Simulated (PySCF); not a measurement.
# SbI⁺: the SCF solver's settings

Do solver options change the result for SbI⁺, or only the number of cycles?

The runs use PySCF 2.14.0; each script names its method and basis.

6 further runs of the same task are left out: 1 for a known fault of the program, 5 that didn't finish.

## 1. Starting geometry

SbI⁺: 2 atoms, charge 1, spin multiplicity 2.

Bond lengths: Sb1–I2 2.498 Å.

## 2. The run that the others are compared with

The input, input.py:

```python
from pyscf import gto, scf, mp

mol = gto.M(
    atom='Sb 0 0 0; I 0 0 2.498',
    basis='sbkjc',
    ecp={'Sb': 'sbkjc', 'I': 'sbkjc'},
    charge=1,
    spin=1,
    verbose=4,
)
mf = scf.UHF(mol)
mf.kernel()
mp.MP2(mf).kernel()
mf.dip_moment()
print('orbital energies (hartree):', [e[max(0, n-3):n+3].round(4) for e, n in zip(mf.mo_energy, mol.nelec)])
```

Started as:

```sh
$ python input.py
```

The log of this run is left out.

It gives: E(SCF) = -16.200270 Eh, 13 cycles, E(MP2) − E(SCF) = -0.04916 Eh, ⟨S²⟩ = 0.778.

The bond length is a typed value, not an optimised one. The dipole of an ion depends on the origin.

## 3. Damping 0.2

Variant 1 changes damping: none → 0.2.

The input, input.py:

```python
from pyscf import gto, scf, mp

mol = gto.M(
    atom='Sb 0 0 0; I 0 0 2.498',
    basis='sbkjc',
    ecp={'Sb': 'sbkjc', 'I': 'sbkjc'},
    charge=1,
    spin=1,
    verbose=4,
)
mf = scf.UHF(mol)
mf.damp = 0.2
mf.diis_start_cycle = 8
mf.kernel()
mp.MP2(mf).kernel()
mf.dip_moment()
print('orbital energies (hartree):', [e[max(0, n-3):n+3].round(4) for e, n in zip(mf.mo_energy, mol.nelec)])
```

Started as:

```sh
$ python input.py
```

## 4. Initial guess 1e

Variant 2 changes initial guess: minao → 1e.

Edit input.py of step 2 so:

```diff
@@ -11,2 +11,3 @@
 mf = scf.UHF(mol)
+mf.init_guess = '1e'
 mf.kernel()
```

## 5. Second-order solver on

Variant 3 changes second-order solver: off → on.

Edit input.py of step 2 so:

```diff
@@ -11,2 +11,3 @@
 mf = scf.UHF(mol)
+mf = mf.newton()
 mf.kernel()
```

## 6. Initial guess hcore

Variant 4 changes initial guess: minao → hcore.

Edit input.py of step 2 so:

```diff
@@ -11,2 +11,3 @@
 mf = scf.UHF(mol)
+mf.init_guess = 'hcore'
 mf.kernel()
```

## 7. Convergence threshold 1e-13 hartree

Variant 5 changes convergence threshold: default → 1e-13 hartree.

Edit input.py of step 2 so:

```diff
@@ -11,2 +11,3 @@
 mf = scf.UHF(mol)
+mf.conv_tol = 1e-13
 mf.kernel()
```

What does the calculation give? Wanted: for each run, E(SCF); from base; gap, α spin; after the SCF.

As calculated:

| run | E(SCF) (hartree) | from base (eV) | cycles | gap, α spin (eV) | after the SCF |
| --- | --- | --- | --- | --- | --- |
| base | -16.200270 | 0 | 13 | 6.81 | MP2 correlation -1.338 eV |
| damping 0.2 | -16.200270 | 0.0000 | 17 | 6.81 | MP2 correlation -1.338 eV |
| initial guess 1e | -16.200270 | 0.0000 | 14 | 6.81 | MP2 correlation -1.338 eV |
| second-order solver on | -16.200270 | 0.0000 | 3 macro | 6.81 | MP2 correlation -1.338 eV |
| initial guess hcore | -16.200270 | 0.0000 | 14 | 6.81 | MP2 correlation -1.338 eV |
| convergence threshold 1e-13 hartree | -16.200270 | 0.0000 | 17 | 6.81 | MP2 correlation -1.338 eV |

Distance from each run's final energy (log10 hartree) by cycle:

| run | cycle 1 | cycle 2 | cycle 3 | cycle 5 | cycle 8 | cycle 12 |
| --- | --- | --- | --- | --- | --- | --- |
| base | -1.4 | -2.3 | -2.9 | -3.6 | -5.1 | -9.4 |
| damping 0.2 | -1.4 | -2.3 | -2.9 | -3.4 | -3.8 | -5.8 |
| initial guess 1e | 0.2 | 0.1 | -1.6 | -2.8 | -4.0 | -7.3 |
| second-order solver on | -3.6 | < -11 | < -11 | done | done | done |
| initial guess hcore | 0.2 | 0.1 | -1.6 | -2.8 | -4.0 | -7.3 |
| convergence threshold 1e-13 hartree | -1.4 | -2.3 | -2.9 | -3.6 | -5.1 | -9.3 |

No change of the SCF energy comes from damping 0.2 or initial guess 1e or second-order solver on or initial guess hcore or convergence threshold 1e-13 hartree. The base needs 13 cycles and the run with damping 0.2 needs 17.
